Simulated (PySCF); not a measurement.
# Al₅H₄O₁₀−: electronic excitations

Aim: compute the electronic excitations of Al₅H₄O₁₀−.

Computed with PySCF 2.14.0 and routines of our own; the level stands in each step. Atoms count from 0.

## (1) The starting structure

19 atoms, charge -1, multiplicity 1; geometry from: GFN2-xTB.

## (2) Electronic excitations: TDA B3LYP/6-31G*

The job: settings as JSON, then the geometry in Å.

```
{"job": {"kind": "uv", "basis": "6-31G*", "grid": 1, "kgrid": 0, "vcut": 1.5, "nstates": 5, "ntriplets": 2, "tda": true, "delta": ["ip_vertical"], "pop": false, "xc": "B3LYP"}, "charge": -1, "multiplicity": 1}
Al    -2.374063    -0.911559    -1.443574
Al    -2.265823     0.501180     0.698958
Al    -0.486333     1.178181    -1.295416
Al     1.876184    -0.651672     0.870966
Al    -0.328691    -1.580291     0.152886
O     -1.619590     0.279061    -2.319164
O     -1.469650     1.805867     0.093034
O     -1.496024    -2.242609    -0.884054
O     -3.437843    -0.320109    -0.201987
O     -1.335411    -0.644735     1.622814
O      0.398938     2.329338    -2.111381
O      0.460194    -0.094526    -0.464749
O      3.386457    -0.538763     0.144240
O      0.995019    -2.163627     1.010861
O      1.537185     0.312554     2.228379
H      1.181596     2.815679    -1.908135
H      1.836841     1.184940     2.444443
H      3.640960    -0.833512    -0.718597
H     -0.505828    -0.419848     2.076000
```

Level: TDA B3LYP/6-31G*, vertical, gas phase, core orbitals frozen in the response, virtual orbitals cut by energy.

Started as:

```
> OMP_NUM_THREADS=1 python large_run.py task.json out
```

The driver reads the jobs from task.json and runs them one after another.

The log of the run:

```text
start: PBE on a coarse grid of 20533 points
cycle   1  E = -1964.9754767786  dE =  3.267e+00  |g| = 2.659e+00  |ddm| = 5.155e+00
cycle   2  E = -1957.1886699607  dE =  7.787e+00  |g| = 6.024e+00  |ddm| = 1.668e+01
cycle   3  E = -1966.0625754271  dE = -8.874e+00  |g| = 1.116e+00  |ddm| = 1.549e+01
cycle   4  E = -1966.2954077902  dE = -2.328e-01  |g| = 5.556e-01  |ddm| = 1.484e+00
cycle   5  E = -1966.3484144202  dE = -5.301e-02  |g| = 1.845e-01  |ddm| = 6.961e-01
cycle   6  E = -1966.3543853008  dE = -5.971e-03  |g| = 9.012e-02  |ddm| = 2.306e-01
cycle   7  E = -1966.3560243022  dE = -1.639e-03  |g| = 2.413e-02  |ddm| = 9.980e-02
cycle   8  E = -1966.3561197297  dE = -9.543e-05  |g| = 1.117e-02  |ddm| = 2.895e-02
cycle   9  E = -1966.3561426799  dE = -2.295e-05  |g| = 3.082e-03  |ddm| = 1.225e-02
final grid: 87258 points
cycle  10  E = -1967.6980477371  dE = -1.799e-03  |g| = 1.974e-01  |ddm| = 4.935e-01
cycle  11  E = -1967.6849430261  dE =  1.310e-02  |g| = 3.289e-01  |ddm| = 4.395e-01
cycle  12  E = -1967.7051913440  dE = -2.025e-02  |g| = 2.396e-02  |ddm| = 2.870e-01
cycle  13  E = -1967.7052994013  dE = -1.081e-04  |g| = 4.137e-03  |ddm| = 2.125e-02
cycle  14  E = -1967.7053009974  dE = -1.596e-06  |g| = 1.681e-03  |ddm| = 5.841e-03
cycle  15  E = -1967.7052994837  dE =  1.514e-06  |g| = 6.883e-04  |ddm| = 1.730e-03
cycle  16  E = -1967.7053003949  dE = -9.113e-07  |g| = 9.513e-05  |ddm| = 6.685e-04
converged SCF energy = -1967.7053003949

Static polarisability (au): isotropic 107.630, principal 100.250 102.717 119.921

Singlet excitations
state   eV       nm        f      main configurations
  1   3.7454    331.0   0.00481   H->L 0.79, H-1->L 0.16
  2   3.9465    314.2   0.00472   H-1->L 0.60, H-2->L 0.20
  3   4.1805    296.6   0.00903   H-2->L 0.38, H-3->L 0.20, H-1->L 0.20
  4   4.3914    282.3   0.00794   H-3->L 0.53, H-2->L 0.33
  5   4.5585    272.0   0.01631   H-4->L 0.53, H-5->L 0.21

Triplet excitations (Tamm-Dancoff, eV): 3.6172 3.8044
```

It took 2.5 min on 1 thread of Arm Neoverse N1, shared host; peak memory 0.55 GiB.

Warnings kept with the result: ip_vertical: open-shell SCF did not converge.

The orbitals next to the gap, with their largest atomic shares:

| orbital | eV | atoms |
| --- | --- | --- |
| HOMO−4 | -4.20 | O5 17 %, O10 16 %, O11 16 % |
| HOMO−3 | -4.00 | O10 30 %, O13 19 %, O6 13 % |
| HOMO−2 | -3.89 | O13 28 %, O6 20 %, O10 16 % |
| HOMO−1 | -3.73 | O5 42 %, O13 18 %, O6 10 % |
| HOMO | -3.52 | O11 29 %, O6 26 %, O13 21 % |
| LUMO | 1.10 | Al1 42 %, Al0 34 %, Al4 5 % |
| LUMO+1 | 1.93 | Al0 44 %, Al1 36 %, O8 6 % |
| LUMO+2 | 3.65 | Al3 24 %, Al4 13 %, Al1 11 % |
| LUMO+3 | 4.46 | Al1 17 %, Al3 15 %, Al0 15 % |

With each of the 5 states as a Gaussian band of 0.4 eV half-width at 1/e, the curve within the window shown has maxima at 282 nm (ε 1,200) L/(mol cm). Beyond the last state computed it falls off for lack of states. The curve at chosen wavelengths:

nm, ε (L/mol/cm) and a bar:
```
      255        480 ###########
      261        728 ##################
      266        925 #######################
      272       1107 ###########################
      277       1194 #############################
      283       1222 ##############################
      288       1192 #############################
      294       1114 ###########################
      299       1029 #########################
      305        920 ######################
      310        829 ####################
      316        724 ##################
      321        641 ###############
      327        546 #############
      332        473 ###########
      338        391 #########
      343        328 ########
      349        261 ######
      354        212 #####
      360        162 ###
      365        128 ###
      371         94 ##
      376         72 #
      382         51 #
      387         38 
      393         26
```

Further results of this job:

| property | computed |
| --- | --- |
| polarisability (Å³) | 15.95 |
| HOMO–LUMO gap (eV) | 4.62 |
| −ε(HOMO) (eV) | 3.52 |

## (3) Electronic excitations: TDDFT PBE/6-31G*

Settings changed since step 2:

```diff
@@ -1,2 +1,2 @@
-{"job": {"kind": "uv", "basis": "6-31G*", "grid": 1, "kgrid": 0, "vcut": 1.5, "nstates": 5, "ntriplets": 2, "tda": true, "delta": ["ip_vertical"], "pop": false, "xc": "B3LYP"}, "charge": -1, "multiplicity": 1}
+{"job": {"kind": "uv", "basis": "6-31G*", "grid": 1, "kgrid": 0, "vcut": null, "nstates": 5, "ntriplets": 2, "tda": false, "delta": ["ip_vertical"], "pop": false, "xc": "PBE"}, "charge": -1, "multiplicity": 1}
 Al    -2.374063    -0.911559    -1.443574
```

Level: TDDFT PBE/6-31G*, vertical, gas phase, core orbitals frozen in the response.

The log of the run:

```text
start: PBE on a coarse grid of 20533 points
cycle   1  E = -1964.9756858331  dE =  3.266e+00  |g| = 2.659e+00  |ddm| = 5.155e+00
cycle   2  E = -1957.1906073946  dE =  7.785e+00  |g| = 6.023e+00  |ddm| = 1.666e+01
cycle   3  E = -1966.0627678800  dE = -8.872e+00  |g| = 1.116e+00  |ddm| = 1.547e+01
cycle   4  E = -1966.2956425731  dE = -2.329e-01  |g| = 5.553e-01  |ddm| = 1.484e+00
cycle   5  E = -1966.3486031275  dE = -5.296e-02  |g| = 1.844e-01  |ddm| = 6.958e-01
cycle   6  E = -1966.3545711564  dE = -5.968e-03  |g| = 9.011e-02  |ddm| = 2.305e-01
cycle   7  E = -1966.3562089037  dE = -1.638e-03  |g| = 2.412e-02  |ddm| = 9.979e-02
cycle   8  E = -1966.3563018348  dE = -9.293e-05  |g| = 1.116e-02  |ddm| = 2.893e-02
cycle   9  E = -1966.3563265651  dE = -2.473e-05  |g| = 3.081e-03  |ddm| = 1.224e-02
final grid: 87258 points
cycle  10  E = -1966.1380685362  dE =  1.152e-05  |g| = 2.304e-02  |ddm| = 4.832e-02
cycle  11  E = -1966.1377138084  dE =  3.547e-04  |g| = 4.880e-02  |ddm| = 6.737e-02
cycle  12  E = -1966.1381644579  dE = -4.506e-04  |g| = 5.155e-03  |ddm| = 4.753e-02
cycle  13  E = -1966.1381704289  dE = -5.971e-06  |g| = 6.514e-04  |ddm| = 4.742e-03
cycle  14  E = -1966.1381686608  dE =  1.768e-06  |g| = 3.680e-04  |ddm| = 9.942e-04
cycle  15  E = -1966.1381700439  dE = -1.383e-06  |g| = 7.501e-05  |ddm| = 3.556e-04
converged SCF energy = -1966.1381700439

Static polarisability (au): isotropic 122.220, principal 113.152 116.227 137.282

Singlet excitations
state   eV       nm        f      main configurations
  1   2.8305    438.0   0.00095   H->L 1.00
  2   3.0583    405.4   0.00208   H-1->L 0.99
  3   3.1912    388.5   0.00117   H-2->L 0.98
  4   3.3140    374.1   0.00961   H-3->L 0.97
  5   3.4908    355.2   0.01014   H-4->L 0.98

Triplet excitations (Tamm-Dancoff, eV): 2.7680 2.9833
```

It took 83 s on 1 thread of Arm Neoverse N1, shared host; peak memory 0.52 GiB.

Warnings kept with the result: ip_vertical: open-shell SCF did not converge.

## (4) Results

| quantity | value |
| --- | --- |
| lowest singlet (B3LYP/6-31G*) | 3.75 eV (331 nm), f = 0.005 |
| brightest single state of those computed | state 5, 4.56 eV, f = 0.016 |
| lowest triplet | 3.62 eV |

The lowest singlet, at 3.75 eV, is HOMO→LUMO 0.79, HOMO−1→LUMO 0.16 and is weak; of the 5 states computed, the strongest absorption comes from state 5 at 4.56 eV (the last computed, so partners may be missing). The lowest triplet lies 0.13 eV below the lowest singlet. The lowest singlet lies above −ε(HOMO); no detachment energy was computed, so the anion's states may not be bound. The geometry comes from tight binding, which is rough for metal atoms, and these values hang on it.
